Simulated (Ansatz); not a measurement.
# C₄H₁₀Cl₃NSi: up Jacob's ladder to CCSD(T)

The task here is to estimate one member of a computed series from the others.

The runs use Ansatz 0.2.0, Gaussian basis; functionals in def2-TZVPP, the program's frozen cores in correlated methods.

Levels to be run: LDA (SPW92), PBE-D4, revPBE-D4, BLYP-D4, r2SCAN-D4, B97M-V, PBE0-D4, B3LYP-D4, r2SCANh-D4, r2SCAN0-D4, HSE06-D4, BHLYP-D4, CAM-B3LYP-D4, LC-ωPBE, ωB97X-V, ωB97M-V, B2PLYP, PBE-QIDH; CCSD(T)/def2-SVP; CCSD(T)/def2-TZVPP; MP2/def2-QZVPP; extrapolation to the limit; RPA on PBE.

## The geometry

An earlier PBE0-D4 in a triple-zeta def2 set relaxation fixed the geometry.

SMILES `CC(C)(C)N[Si](Cl)(Cl)Cl`, 19 atoms, charge 0, spin multiplicity 1.

Atoms are counted from 1 here; the program's logs count them from 0.

Bond lengths: C1–C2 1.522 Å, C1–H10 1.093 Å, C1–H11 1.092 Å, C1–H12 1.091 Å, C2–C3 1.527 Å, C2–C4 1.524 Å, C2–N5 1.469 Å, C3–H13 1.092 Å, C3–H14 1.093 Å, C3–H15 1.093 Å, C4–H16 1.092 Å, C4–H17 1.092 Å, C4–H18 1.094 Å, N5–Si6 1.680 Å, N5–H19 1.010 Å, Si6–Cl7 2.046 Å, Si6–Cl8 2.039 Å, Si6–Cl9 2.038 Å. Angles: C2–C1–H10 111.6°, C2–C1–H11 109.6°, C2–C1–H12 111.1°, H10–C1–H11 107.4°, H10–C1–H12 108.5°, H11–C1–H12 108.4°, C1–C2–C3 109.9°, C1–C2–C4 109.6°, C1–C2–N5 109.9°, C3–C2–C4 110.0°, C3–C2–N5 109.8°, C4–C2–N5 107.7°, C2–C3–H13 110.6°, C2–C3–H14 110.6°, C2–C3–H15 110.9°, H13–C3–H14 108.1°, H13–C3–H15 108.5°, H14–C3–H15 108.0° and more.

The first run:

Contents of in.yaml:

```yaml
crystal:
  periodic: [false, false, false]
  atoms:
    - {symbol: C, position_ang: [-0.362245, -1.352477, 0.594855]}
    - {symbol: C, position_ang: [-0.145775, 0.149586, 0.475925]}
    - {symbol: C, position_ang: [1.136683, 0.550264, 1.202230]}
    - {symbol: C, position_ang: [-1.337190, 0.885808, 1.077265]}
    - {symbol: N, position_ang: [-0.054532, 0.530489, -0.939786]}
    - {symbol: Si, position_ang: [0.480407, -0.316392, -2.289039]}
    - {symbol: Cl, position_ang: [2.308978, -1.203022, -2.052909]}
    - {symbol: Cl, position_ang: [-0.774498, -1.808476, -2.887511]}
    - {symbol: Cl, position_ang: [0.610473, 1.049856, -3.795410]}
    - {symbol: H, position_ang: [0.469468, -1.914905, 0.162436]}
    - {symbol: H, position_ang: [-0.431671, -1.630375, 1.648162]}
    - {symbol: H, position_ang: [-1.283515, -1.658040, 0.096403]}
    - {symbol: H, position_ang: [1.998097, 0.033761, 0.774596]}
    - {symbol: H, position_ang: [1.308061, 1.626451, 1.115136]}
    - {symbol: H, position_ang: [1.076192, 0.302048, 2.264933]}
    - {symbol: H, position_ang: [-2.259508, 0.607838, 0.563432]}
    - {symbol: H, position_ang: [-1.442155, 0.646843, 2.137845]}
    - {symbol: H, position_ang: [-1.208638, 1.969027, 0.991337]}
    - {symbol: H, position_ang: [-0.130131, 1.527217, -1.083597]}
basis:
  gaussian: {orbitals: def2-TZVPP}
hamiltonian: {xc: lda}
output: {orbitals: {seedname: orbitals}}
```

Run with:

```sh
$ ansatz run in.yaml --threads 4 --pin off --events-out ev --progress --plain --max-ram 66560MiB --backend cuda --devices 0, --max-vram 37GiB
```

Among the steps run: LDA; PBE-D4 (GGA); revPBE-D4 (GGA); BLYP-D4 (GGA); r2SCAN-D4 (meta-GGA); B97M-V (meta-GGA); PBE0-D4 (hybrid); B3LYP-D4 (hybrid); r2SCANh-D4 (hybrid); r2SCAN0-D4 (hybrid); HSE06-D4 (hybrid); BHLYP-D4 (hybrid); CAM-B3LYP-D4 (range-separated); LC-ωPBE (range-separated); ωB97X-V (range-separated); ωB97M-V (range-separated); B2PLYP (double hybrid); PBE-QIDH (double hybrid).

One table of the session follows, with a row left open; its other results are not shown here.

It belongs to the step «Frontier levels by functional». 

```
  functional  HOMO (eV)  gap (eV)
 LDA (SPW92)      -6.33      5.39
      PBE-D4      -6.15      5.48
   revPBE-D4      -6.08      5.53
     BLYP-D4          ?         ?
   r2SCAN-D4      -6.44      6.19
      B97M-V      -6.57      6.28
     PBE0-D4      -7.53      7.86
    B3LYP-D4      -7.29      7.34
  r2SCANh-D4      -6.95      7.05
  r2SCAN0-D4      -7.73      8.33
    HSE06-D4      -7.13      7.08
    BHLYP-D4      -8.82     10.03
CAM-B3LYP-D4      -8.93     10.23
     LC-ωPBE     -10.31     12.91
     ωB97X-V      -9.95     12.33
     ωB97M-V      -9.84     11.86
```

Q: Estimate the row for BLYP-D4 from the others.

Worked estimate for «HOMO (eV)». Against the share of exact exchange, B3LYP-D4 (0.2, -7.29), BHLYP-D4 (0.5, -8.82) give a slope of -5.10 per unit share; at 0 the line stands at -6.27.

**Answer.** HOMO (eV): -6.01; gap (eV): 5.45. In «HOMO (eV)» the line misses by -0.26.
